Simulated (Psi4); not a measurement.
# CHClNSi (SMILES N#C[SiH]Cl): levels of theory compared

Aim: a comparison of 5 runs (UHF/pcseg-0, UHF/def2-SVP, UTPSS/6-31G, UMP2.5/6-31G*, UCCSD/pcseg-1) of CHClNSi. 

Program for the calculation: Psi4 1.11.

1 further run of the same task is left out (set aside as unsound or not needed).

### 1 The structure to begin with

The species is CHClNSi (5 atoms), meant as a doublet with charge 0. As SMILES, `N#C[SiH]Cl`. The coordinates come from a PBE0-D4/def2-TZVP relaxation.

Bond lengths: N1–C2 1.154 Å, C2–Si3 1.834 Å, Si3–Cl4 2.035 Å, Si3–H5 1.481 Å. Angles: N1–C2–Si3 174.6°, C2–Si3–Cl4 109.0°, C2–Si3–H5 108.9°, Cl4–Si3–H5 110.9°.

### 2 The energy at UHF/pcseg-0 (density fitting) (run 1)

Contents of calc.inp:

```
memory 1600 mb

molecule {
  0 2
  N     -1.370200     0.130500    -1.827500
  C     -0.756100     0.007500    -0.858000
  Si     0.105400    -0.310100     0.730000
  Cl     2.040100    -0.810700     0.347000
  H      0.030700     0.909000     1.567100
}

set basis pcseg-0
set reference uhf

energy_value, wavefunction = energy('scf', return_wfn=True)
```

On the command line:

```
$ psi4 -i calc.inp -o calc.out -n 1
```

calc.out:

```text
[...]
  Running in c1 symmetry.
[...]
  Nuclear repulsion =  165.292693087771681
[...]
  Multiplicity = 2
[...]
  Nalpha       = 23
  Nbeta        = 22
[...]
    Number of basis functions: 46
[...]
   @DF-UHF iter   1:  -839.99293196467386   -6.97205e-01   7.97136e-03 DIIS/ADIIS
[...]
   @DF-UHF iter  16:  -840.09878406857581   -1.64059e-08   4.66779e-07 DIIS
[...]
   @S^2 Observed:                8.177016771E-01
[...]
    Orbital Energies [Eh]
    ---------------------
    Alpha Occupied:
       1A   -104.792531     2A    -68.855949     3A    -15.635084
       4A    -11.296666     5A    -10.448132     6A     -8.069434
       7A     -8.065461     8A     -8.064344     9A     -6.175102
      10A     -4.384632    11A     -4.377618    12A     -4.375975
      13A     -1.288194    14A     -1.136343    15A     -0.832881
      16A     -0.652234    17A     -0.590929    18A     -0.572907
      19A     -0.548703    20A     -0.522652    21A     -0.508678
      22A     -0.491913    23A     -0.385841
    Alpha Virtual:
      24A      0.070053    25A      0.111683    26A      0.177018
[...]
  @DF-UHF Final Energy:  -840.09878406857581
   => Energetics <=
    Nuclear Repulsion Energy =            165.2926930877716813
    One-Electron Energy =               -1487.2675672293512434
    Two-Electron Energy =                 481.8760900730039225
    Total Energy =                       -840.0987840685756964
  UHF NO Occupations:
  HONO-2 :   21  A 1.9899098
  HONO-1 :   22  A 1.9776400
[...]
 Multipole Moments:
 ------------------------------------------------------------------------------------
     Multipole            Electronic (a.u.)      Nuclear  (a.u.)        Total (a.u.)
 ------------------------------------------------------------------------------------
 L = 1.  Multiply by 2.5417464519 to convert [e a0] to [Debye]
 Dipole X            :          1.6156579           -1.8534757           -0.2378177
 Dipole Y            :         -1.6158841            1.6027199           -0.0131642
 Dipole Z            :          0.1693948            1.1734723            1.3428671
 Magnitude           :                                                    1.3638265
[...]
```

Run time: 1.4 s. Hardware: 1 thread of AMD EPYC 9R45 (Zen 5), shared host; peak memory 0.19 GiB.

### 3 Energy and gradient at UHF/def2-SVP (run 2)

Contents of job.py:

```python
import psi4

psi4.set_memory(1600000000)
psi4.set_num_threads(1)
psi4.set_output_file('run.log', False)

molecule = psi4.geometry("""
0 2
N     -1.370200     0.130500    -1.827500
C     -0.756100     0.007500    -0.858000
Si     0.105400    -0.310100     0.730000
Cl     2.040100    -0.810700     0.347000
H      0.030700     0.909000     1.567100
units angstrom
symmetry c1
""")

options = {'basis': 'def2-SVP', 'reference': 'uhf', 'puream': True, 'e_convergence': 1e-09, 'd_convergence': 1e-08, 'scf_type': 'pk', 'maxiter': 200}
psi4.set_options(options)

result, w = psi4.gradient('hf', return_wfn=True)
psi4.oeprop(w, 'WIBERG_LOWDIN_INDICES', 'MAYER_INDICES', 'DIPOLE', title='HF')
print('gradient / Eh bohr^-1')
print(result.np.round(6))
print(f'energy = {w.energy():.10f} Eh')
```

On the command line:

```
$ python job.py
```

run.log:

```text
[...]
  Running in c1 symmetry.
[...]
  Nuclear repulsion =  165.292693087771681
[...]
  Multiplicity = 2
[...]
  Nalpha       = 23
  Nbeta        = 22
[...]
    Number of basis functions: 69
[...]
   @UHF iter   1:  -840.90995470237783   -8.21997e-01   5.43295e-03 ADIIS/DIIS
[...]
   @UHF iter  22:  -841.02905057585724   -2.84217e-12   6.97136e-09 DIIS
[...]
   @S^2 Observed:                8.039439277E-01
[...]
    Orbital Energies [Eh]
    ---------------------
    Alpha Occupied:
       1A   -104.817058     2A    -68.854860     3A    -15.610046
       4A    -11.272332     5A    -10.581759     6A     -8.056903
       7A     -8.054050     8A     -8.053211     9A     -6.223862
      10A     -4.339029    11A     -4.331356    12A     -4.329896
      13A     -1.236403    14A     -1.129948    15A     -0.813515
      16A     -0.639798    17A     -0.577886    18A     -0.571964
      19A     -0.535287    20A     -0.509415    21A     -0.499519
      22A     -0.486951    23A     -0.376548
    Alpha Virtual:
      24A      0.084554    25A      0.115995    26A      0.171181
[...]
  @UHF Final Energy:  -841.02905057585724
   => Energetics <=
    Nuclear Repulsion Energy =            165.2926930877716813
    One-Electron Energy =               -1489.4408263996742789
    Two-Electron Energy =                 483.1190827360454705
    Total Energy =                       -841.0290505758572408
  UHF NO Occupations:
  HONO-2 :   21  A 1.9931762
  HONO-1 :   22  A 1.9814871
[...]
  -Total Gradient:
     Atom            X                  Y                   Z
    ------   -----------------  -----------------  -----------------
       1       -0.019405126080     0.003590640031    -0.030309218798
       2        0.024862600173    -0.005304838711     0.039310875100
       3        0.003123064754    -0.004418168430    -0.012910836354
       4       -0.008805591181     0.002595431882     0.001563543103
       5        0.000225052354     0.003536935225     0.002345636951
[...]
 Multipole Moments:
 ------------------------------------------------------------------------------------
     Multipole            Electronic (a.u.)      Nuclear  (a.u.)        Total (a.u.)
 ------------------------------------------------------------------------------------
 L = 1.  Multiply by 2.5417464519 to convert [e a0] to [Debye]
 Dipole X            :          2.0524561           -1.8534757            0.1989804
 Dipole Y            :         -1.6874688            1.6027199           -0.0847489
 Dipole Z            :          0.0150338            1.1734723            1.1885061
 Magnitude           :                                                    1.2080241
[...]
```

Standard output:

```text
gradient / Eh bohr^-1
[[-0.019405  0.003591 -0.030309]
 [ 0.024863 -0.005305  0.039311]
 [ 0.003123 -0.004418 -0.012911]
 [-0.008806  0.002595  0.001564]
 [ 0.000225  0.003537  0.002346]]
energy = -841.0290505759 Eh
```

It took 2.4 s on 1 thread of AMD EPYC 9R45 (Zen 5), shared host; peak memory 0.23 GiB.

Runs 3 to 4 aren't shown in full; the table further down has their settings and results.

### 4 The energy at UCCSD/pcseg-1 (run 5)

Contents of chclnsi.xyz:

```xyz
5
CHClNSi
N     -1.370200     0.130500    -1.827500
C     -0.756100     0.007500    -0.858000
Si     0.105400    -0.310100     0.730000
Cl     2.040100    -0.810700     0.347000
H      0.030700     0.909000     1.567100
```

Contents of calc.py:

```python
import psi4

psi4.set_memory('1600 MB')
psi4.set_num_threads(1)
psi4.set_output_file('psi4.out', False)

with open('chclnsi.xyz') as f:
    atoms = ''.join(f.readlines()[2:])
geom = psi4.geometry('0 2\n' + atoms + 'symmetry c1')

psi4.set_options({
    'basis': 'pcseg-1',
    'reference': 'uhf',
    'puream': True,
    'e_convergence': 1e-09,
    'd_convergence': 1e-08,
    'scf_type': 'pk',
    'num_frozen_docc': 12,
    'maxiter': 200,
})

e_tot, wfn = psi4.energy('ccsd', return_wfn=True)
print(f'total energy {e_tot:.8f} hartree = {e_tot * 27.211386:.5f} eV')
for k, v in sorted(psi4.core.scalar_variables().items()):
    print(f'{k:45s} {v:18.10f}')
```

On the command line:

```
$ python calc.py
```

psi4.out:

```text
[...]
  Running in c1 symmetry.
[...]
  Nuclear repulsion =  165.292693087771681
[...]
  Multiplicity = 2
[...]
  Nalpha       = 23
  Nbeta        = 22
[...]
    Number of basis functions: 69
[...]
   @UHF iter   1:  -841.14044539513588   -8.29869e-01   5.41433e-03 DIIS/ADIIS
[...]
   @UHF iter  22:  -841.25948716567837   -1.70530e-12   4.68602e-09 DIIS
[...]
   @S^2 Observed:                7.926031934E-01
[...]
    Orbital Energies [Eh]
    ---------------------
    Alpha Occupied:
       1A   -104.822104     2A    -68.856412     3A    -15.602092
       4A    -11.265342     5A    -10.567783     6A     -8.047722
       7A     -8.044848     8A     -8.044015     9A     -6.222763
      10A     -4.343530    11A     -4.335310    12A     -4.333868
      13A     -1.256482    14A     -1.134673    15A     -0.824325
      16A     -0.651637    17A     -0.582682    18A     -0.579106
      19A     -0.539990    20A     -0.511933    21A     -0.502001
      22A     -0.492318    23A     -0.383385
    Alpha Virtual:
      24A      0.064833    25A      0.104094    26A      0.140535
[...]
  @UHF Final Energy:  -841.25948716567837
   => Energetics <=
    Nuclear Repulsion Energy =            165.2926930877716813
    One-Electron Energy =               -1489.8208140171461764
    Two-Electron Energy =                 483.2686337636959593
    Total Energy =                       -841.2594871656783653
  UHF NO Occupations:
  HONO-2 :   21  A 1.9954088
  HONO-1 :   22  A 1.9847883
[...]
 Multipole Moments:
 ------------------------------------------------------------------------------------
     Multipole            Electronic (a.u.)      Nuclear  (a.u.)        Total (a.u.)
 ------------------------------------------------------------------------------------
 L = 1.  Multiply by 2.5417464519 to convert [e a0] to [Debye]
 Dipole X            :          1.9814162           -1.8534757            0.1279405
 Dipole Y            :         -1.6712226            1.6027199           -0.0685027
 Dipole Z            :          0.0988939            1.1734723            1.2723662
 Magnitude           :                                                    1.2806159
[...]
      * MP2 total energy                      = -841.734014226956447
[...]
      * CCSD total energy                     = -841.762097217029350
```

Standard output:

```text
total energy -841.76209722 hartree = -22905.51335 eV
CC D1 DIAGNOSTIC                                    0.0000000000
CC D2 DIAGNOSTIC                                    0.0000000000
CC NEW D1 DIAGNOSTIC                                0.0000000000
CC T1 DIAGNOSTIC                                    0.0288827467
CCSD CORRELATION ENERGY                            -0.5026100514
CCSD DOUBLES ENERGY                                -0.5026100514
CCSD ITERATIONS                                    18.0000000000
CCSD OPPOSITE-SPIN CORRELATION ENERGY              -0.3921242796
CCSD SAME-SPIN CORRELATION ENERGY                  -0.1104857717
CCSD SINGLES ENERGY                                -0.0000000000
CCSD TOTAL ENERGY                                -841.7620972170
CURRENT CORRELATION ENERGY                         -0.5026100514
CURRENT ENERGY                                   -841.7620972170
CURRENT REFERENCE ENERGY                         -841.2594871657
DD SOLVATION ENERGY                                 0.0000000000
HF KINETIC ENERGY                                 842.3901319416
HF POTENTIAL ENERGY                             -1683.6496191073
HF TOTAL ENERGY                                  -841.2594871657
HF VIRIAL RATIO                                     1.9986578134
MP2 CORRELATION ENERGY                             -0.4745270613
MP2 DOUBLES ENERGY                                 -0.4745270613
MP2 OPPOSITE-SPIN CORRELATION ENERGY               -0.3494771763
MP2 SAME-SPIN CORRELATION ENERGY                   -0.1250498850
MP2 SINGLES ENERGY                                 -0.0000000000
MP2 TOTAL ENERGY                                 -841.7340142270
NUCLEAR REPULSION ENERGY                          165.2926930878
ONE-ELECTRON ENERGY                             -1489.8208140171
PCM POLARIZATION ENERGY                             0.0000000000
PE ENERGY                                           0.0000000000
SCF ITERATION ENERGY                             -841.2594871657
SCF ITERATIONS                                     22.0000000000
SCF TOTAL ENERGY                                 -841.2594871657
TWO-ELECTRON ENERGY                               483.2686337637
```

Run time: 12 s. Hardware: 1 thread of AMD EPYC 9R45 (Zen 5), shared host; peak memory 0.35 GiB.

### 5 All runs side by side

```csv
run,level,task,integrals,energy (Eh),dipole moment (D),HOMO energy (eV),LUMO energy (eV),wall time
1,UHF/pcseg-0 (density fitting),energy,df,-840.098784,3.47,-10.50,-0.47,1.4 s
2,UHF/def2-SVP,gradient,pk,-841.029051,3.07,-10.25,0.20,2.4 s
3,UTPSS/6-31G,gradient,pk,-843.073298,2.77,-6.39,-4.73,21 s
4,UMP2.5/6-31G* (Cartesian functions),gradient,pk,-841.810326,–,-10.33,0.09,13 s
5,UCCSD/pcseg-1,energy,pk,-841.762097,–,-10.43,-0.09,12 s
```

### 6 Outcome

```
                                                         quantity          value
                                              run 5: total energy  -841.76210 Eh
run 5: HOMO energy (Hartree–Fock orbitals) (highest over α and β)      -10.43 eV
 run 5: LUMO energy (Hartree–Fock orbitals) (lowest over α and β)       -0.09 eV
              run 5: correlation energy (12 core orbitals frozen)     -502.6 mEh
                         run 5: ⟨S²⟩ of the reference determinant          0.793
                                             run 5: T1 diagnostic          0.029
```

**Reading.** Over runs 1, 2, 3 the dipole moment (its size) runs from 2.77 D (UTPSS/6-31G) to 3.47 D (UHF/pcseg-0). The two ends differ in method and basis. All runs together took 49 s, the longest 21 s.
